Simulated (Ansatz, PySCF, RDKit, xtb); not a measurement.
# Solving GaAlSi2H3Cl, step by step

Task: start from the formula GaAlSi2H3Cl, draw up candidate structures, narrow them down in stages, and characterise the one that lies lowest at 298.15 K.

The funnel: GFN2-xTB relaxations, single points with a density functional, relaxations at BLYP-D3(BJ)/def2-SVP, harmonic vibrations, and a last energy at a higher level. All values are calculated.

10 further runs of the same task are left out: 3 for a known fault of the program, 7 set aside as unsound or not needed.

**1. Possible bonding patterns**

A program enumerates the bonding patterns with one Lewis structure each (two rings at most, one unusual centre or charged pair), with their diastereomers. O–O, O–halogen and N–halogen bonds and N–N–N chains are not drawn. That gives 41 candidates.

c046 [Cl][Al]1[Si@H]2[GaH][Si@H]12; c074 Cl/[SiH]=[Si]1\[AlH][GaH]1; c075 [Cl][Al]1[SiH]=[SiH][GaH]1; c092 [Cl][Al]1[Si@H]2[GaH][Si@@H]12; c094 [Cl][Ga]1[Si@@H]2[AlH][Si@@H]21; c097 Cl[Si@@]12[AlH][Si@@H]1[GaH]2; c107 [SiH2]=[Si]1[AlH][Ga]1[Cl]; c116 [Cl][Ga]1[AlH][SiH]=[SiH]1; c154 [Cl][GaH][Si]1=[SiH][AlH]1; c167 Cl[Si@H]1[Al]2[GaH][Si@@H]21; c180 [Cl][Al]1[SiH]=[Si]1[GaH2]; c201 [AlH2][Si]1=[Si](Cl)[GaH]1; c240 Cl[Si@@H]1[Al]2[GaH][Si@@H]21; c280 Cl[Si@]12[SiH2][Al]1[GaH]2; c302 [SiH]#[Si][GaH][AlH][Cl]; c355 Cl[Si@H]1[Si@@H]2[AlH][Ga]12; c406 [SiH]#[Si][Al]([Cl])[GaH2]; c412 Cl[Si]1=[Si]([GaH2])[AlH]1; c418 Cl[Si@@H]1[Al]2[SiH2][Ga]21; c420 Cl[Si@]12[AlH][Ga]1[SiH2]2; c453 [SiH2]=[Si]1[GaH][Al]1[Cl]; c473 [SiH]#[Si][AlH][GaH][Cl]; c495 [Cl][GaH][Al]1[SiH]=[SiH]1; c538 [Cl][AlH][Si]1=[SiH][GaH]1; c563 Cl[Si]1=[SiH][GaH][AlH]1; c591 [AlH2][Ga]1[SiH]=[Si]1Cl; c596 [Cl][AlH][Ga]1[SiH]=[SiH]1; c605 [Cl][Ga]1[Al]2[SiH2][Si@@H]21; c611 [Cl][Al]1[Si@@H]2[SiH2][Ga]12; c619 Cl[Si]1=[SiH][AlH][GaH]1; c715 Cl[Si@]12[AlH][Si@@H]1[GaH]2; c731 [AlH2][Si]1=[SiH][Ga]1[Cl]; c747 [AlH2][Ga]([Cl])[Si]#[SiH]; c766 Cl/[SiH]=[Si]1/[AlH][GaH]1; c812 [Cl][AlH][Si]#[Si][GaH2]; c836 Cl[Si@@H]1[Si@@H]2[AlH][Ga]12; c838 Cl[Si]1=[SiH][Al]1[GaH2]; c891 [AlH2][Si]#[Si][GaH][Cl]; c894 [Cl][Ga]1[Si@H]2[AlH][Si@@H]21; c942 Cl[Si]#[Si][AlH][GaH2].

Candidates are built by distance geometry, with a force field where one applies, in up to four conformers (letters a to d). 6 starts with atoms placed at random are added, to find patterns that the rules miss.

**Question.** With final energies at CCSD(T)/def2-SVP + MP2/def2-TZVPP - MP2/def2-SVP, which structure will this search put lowest in free energy, and by what margin?

| quantity | value |
| --- | --- |
| lowest structure found | [Cl][Al]1[SiH]=[SiH][GaH]1, singlet, Cs |
| next finalist | [Cl][Al]1[SiH][GaH][SiH]1 ‡, singlet, 6.6 kcal/mol higher in G |
| share at equilibrium, among the finalists | 100.0 % |
| harmonic wavenumbers, lowest and highest (BLYP-D3(BJ)/def2-SVP) | 51 and 2130 cm⁻¹ |
| rotational constants, same geometry | 0.06033, 0.02767, 0.01897 cm⁻¹ |
| dipole moment (PBE0/def2-TZVPD) | 1.64 D |
| HOMO energy (PBE0/def2-TZVPD) | -6.53 eV |
| LUMO energy (PBE0/def2-TZVPD) | -2.69 eV |
| HOMO–LUMO gap (PBE0/def2-TZVPD) | 3.83 eV |
| lowest excitation (TD-B3LYP/def2-SVPD) | 2.62 eV (f = 0.000) |
| strongest of the states computed, same level | 3.21 eV (f = 0.084) |
| lowest triplet excitation, same level, Tamm-Dancoff | 1.91 eV |
| vertical ionisation energy | 8.07 eV |
| vertical electron affinity | 1.28 eV |
| vertical triplet less singlet | +1.77 eV |

The lowest structure found is `[Cl][Al]1[SiH]=[SiH][GaH]1`. Among the finalists first place is clear (6.6 kcal/mol); structures outside the list aren't covered. r2SCAN-D4/def2-SVP, BLYP-D3(BJ)/def2-SVP, HF/def2-SVP and MP2/def2-SVP already put its bonding pattern lowest among the structures in one piece. 9 minima inside the window were never screened. The search is not exhaustive (a finite list of starts, one conformer a finalist), so a lower isomer can't be ruled out. Patterns outside the rules of the enumeration were met only by chance.

‡ marks the bonded skeleton alone, with all bonds drawn single: no Lewis structure was assigned that passes a check against the bond lengths.
